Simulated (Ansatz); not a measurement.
# CH₆B₂ClGa: a ladder of functionals and wavefunction methods

One table from this session's results is given with a row withheld; the runs are named, their logs left out.

Computed with Ansatz 0.2.0, Gaussian basis. Level: functionals in def2-TZVPP, the program's frozen cores in correlated methods.

Plan: LDA (SPW92), PBE-D4, revPBE-D4, BLYP-D4, r2SCAN-D4, B97M-V, PBE0-D4, B3LYP-D4, r2SCANh-D4, r2SCAN0-D4, HSE06-D4, BHLYP-D4, CAM-B3LYP-D4, LC-ωPBE, ωB97X-V, ωB97M-V, B2PLYP, PBE-QIDH; CCSD(T)/def2-SVP; CCSD(T)/def2-TZVPP; MP2/def2-QZVPP; extrapolation to the limit; RPA on PBE.

## The geometry

The geometry comes from an earlier relaxation with PBE0-D4 in a triple-zeta def2 set; it is a stationary point, not always the lowest conformer.

11 atoms, charge 0, spin multiplicity 1.

Atoms are counted from 1 here; the program's logs count them from 0.

Bond lengths: B1–B2 1.543 Å, B1–Ga4 2.129 Å, B1–H6 1.218 Å, B1–H7 1.198 Å, B2–C3 1.516 Å, C3–H8 1.096 Å, C3–H9 1.096 Å, C3–H10 1.092 Å, Ga4–Cl5 2.186 Å, Ga4–H11 1.567 Å. Angles: B2–B1–Ga4 86.6°, B2–B1–H6 114.4°, B2–B1–H7 124.5°, Ga4–B1–H6 88.4°, Ga4–B1–H7 106.3°, H6–B1–H7 119.6°, B1–B2–C3 175.6°, B2–C3–H8 110.1°, B2–C3–H9 109.3°, B2–C3–H10 112.6°, H8–C3–H9 106.9°, H8–C3–H10 108.5°, H9–C3–H10 109.3°, B1–Ga4–Cl5 120.7°, B1–Ga4–H11 126.6°, Cl5–Ga4–H11 111.5°.

The first run:

in.yaml

```yaml
crystal:
  periodic: [false, false, false]
  atoms:
    - {symbol: B, position_ang: [0.488125, 1.318328, -0.632235]}
    - {symbol: B, position_ang: [0.660001, 0.236062, 0.454024]}
    - {symbol: C, position_ang: [0.736186, -0.882069, 1.475233]}
    - {symbol: Ga, position_ang: [-1.040661, 0.079862, -1.445164]}
    - {symbol: Cl, position_ang: [-2.570502, -0.798004, -0.154001]}
    - {symbol: H, position_ang: [-0.365189, 2.150063, -0.381726]}
    - {symbol: H, position_ang: [1.267564, 1.517852, -1.520013]}
    - {symbol: H, position_ang: [1.203016, -1.767963, 1.028928]}
    - {symbol: H, position_ang: [-0.278619, -1.171699, 1.770983]}
    - {symbol: H, position_ang: [1.305335, -0.600300, 2.364005]}
    - {symbol: H, position_ang: [-1.405256, -0.082132, -2.960044]}
basis:
  gaussian: {orbitals: def2-TZVPP}
hamiltonian: {xc: lda}
output: {orbitals: {seedname: orbitals}}
```

Started as:

```sh
> ansatz run in.yaml --threads 4 --pin off --events-out ev --progress --plain --max-ram 10444MiB
```

Steps of the session up to this table: LDA; PBE-D4 (GGA); revPBE-D4 (GGA); BLYP-D4 (GGA); r2SCAN-D4 (meta-GGA); B97M-V (meta-GGA); B3LYP-D4 (hybrid); r2SCANh-D4 (hybrid); r2SCAN0-D4 (hybrid); HSE06-D4 (hybrid); BHLYP-D4 (hybrid); CAM-B3LYP-D4 (range-separated); LC-ωPBE (range-separated); ωB97X-V (range-separated); ωB97M-V (range-separated); B2PLYP (double hybrid); PBE-QIDH (double hybrid).

One of the session's tables, all rows but one given; the rest of the session is left out.

It belongs to the step «Frontier levels by functional». 

```
  functional  HOMO (eV)  LUMO (eV)  gap (eV)
 LDA (SPW92)      -6.20      -2.83      3.37
      PBE-D4      -6.07      -2.64      3.43
   revPBE-D4      -6.01      -2.55      3.46
     BLYP-D4      -5.91      -2.50      3.41
   r2SCAN-D4      -6.27      -2.35      3.92
      B97M-V      -6.31      -2.35      3.96
     PBE0-D4      -7.07      -1.71      5.36
    B3LYP-D4      -6.87      -1.93      4.94
  r2SCANh-D4      -6.64      -2.03      4.61
  r2SCAN0-D4      -7.20      -1.56      5.64
    HSE06-D4      -6.68      -2.09      4.59
    BHLYP-D4      -7.92      -0.80      7.12
CAM-B3LYP-D4      -8.26      -0.66      7.60
     LC-ωPBE          ?          ?         ?
     ωB97X-V      -9.21       0.33      9.54
     ωB97M-V      -9.06       0.15      9.20
```

Estimate the missing values for LC-ωPBE.

The run gave: HOMO (eV): -9.54; LUMO (eV): 0.44; gap (eV): 9.98. In the column «HOMO (eV)» it is the lowest.
